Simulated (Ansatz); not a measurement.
# In3BiP2: the band gap up the ladder of functionals

The task here is to estimate one member of a computed series from the others.

Program: Ansatz 0.2.0. PAW datasets, plane waves. These are computed values for a spin-unpolarised cell that may be hypothetical; none is a measurement.

## The cell

The cell was relaxed beforehand with r2SCAN.

Space group P3m1 (No. 156), trigonal; a = 4.361 Å, c = 10.796 Å in the conventional setting, 29.64 Å³ an atom. P has 4 In at 2.54–2.63 Å; P has 4 In at 2.58–2.62 Å; Bi has 4 In at 2.82–2.92 Å; In has 4 P at 2.58–2.63 Å; In has 3 P at 2.62 Å and 1 Bi at 2.92 Å.

Structure file:

```
P Bi In
1.0
     4.36098    0.00000    0.00000
    -2.18049    3.77672    0.00000
     0.00000    0.00000   10.79647
P Bi In
2 1 3
Direct
  0.00000 0.00000 0.01412
  0.33333 0.66667 0.32270
  0.66667 0.33333 0.66085
  0.33333 0.66667 0.08362
  0.66667 0.33333 0.39032
  0.00000 0.00000 0.77839
```

Set-up of the first run:

The input, input.yaml:

```yaml
crystal:
  lattice:
    - [4.3609847718, 0.0, 0.0]
    - [-2.1804923859, 3.7767235979, 0.0]
    - [0.0, 0.0, 10.7964709981]
  atoms:
    - { symbol: P, position: [0.0, 0.0, 0.0141160669] }
    - { symbol: P, position: [0.3333333333, 0.6666666667, 0.3227007597] }
    - { symbol: Bi, position: [0.6666666667, 0.3333333333, 0.6608518983] }
    - { symbol: In, position: [0.3333333333, 0.6666666667, 0.0836200748] }
    - { symbol: In, position: [0.6666666667, 0.3333333333, 0.3903174822] }
    - { symbol: In, position: [0.0, 0.0, 0.7783937182] }
kpoints:
  mp_grid: { grid: [12, 12, 4] }
  band_path:
    path:
      - [[0.0, 0.0, 0.0], [0.5, 3.822851288077e-17, -7.016118919068e-18], [0.3333333333333, 0.3333333333333, -4.677412612712e-18], [0.0, 0.0, 0.0], [-8.197430848015e-35, 6.108675454449e-35, 0.5], [0.5, 3.851440888293e-17, 0.5], [0.3333333333333, 0.3333333333333, 0.5], [-8.197430848015e-35, 6.108675454449e-35, 0.5]]
      - [[0.5, 3.851440888293e-17, 0.5], [0.5, 3.822851288077e-17, -7.016118919068e-18]]
      - [[0.3333333333333, 0.3333333333333, 0.5], [0.3333333333333, 0.3333333333333, -4.677412612712e-18]]
    npoints: 10
hamiltonian:
  xc: pbe
scf:
  occupations: { method: fermi_dirac, width: 0.02 }
  n_extra_bands: 5
output:
  forces: true
  stress: true
  eigenvalues: true
```

Command:

```bash
> ansatz run input.yaml --threads 2 --pin off --max-ram 20275MiB --backend cpu --events-out ev --progress --plain --runs-dir out
```

Among the steps run: PBE band path; Single point with r2SCAN; HSE06 at the same geometry; PBE+SOC.

One of the session's tables, all rows but one given; the rest of the session is left out.

```
  level  gap (eV)
    PBE         ?
 r2SCAN     -0.01
  HSE06      0.00
PBE+SOC     -0.39
```

Q: Estimate the row for PBE from the others.

**Answer.** gap (eV): -0.05. In the column «gap (eV)» it lies between PBE+SOC (-0.39) and r2SCAN (-0.01).

Meshes: PBE 12×12×4, r2SCAN 12×12×4, HSE06 6×6×2, PBE+SOC 12×12×4

Every level leaves the bands touching or overlapping.

Caveats from the session: Warnings in the runs' records: stress scf threshold loose, filled band counts differ across k points, stress exchange threshold loose.
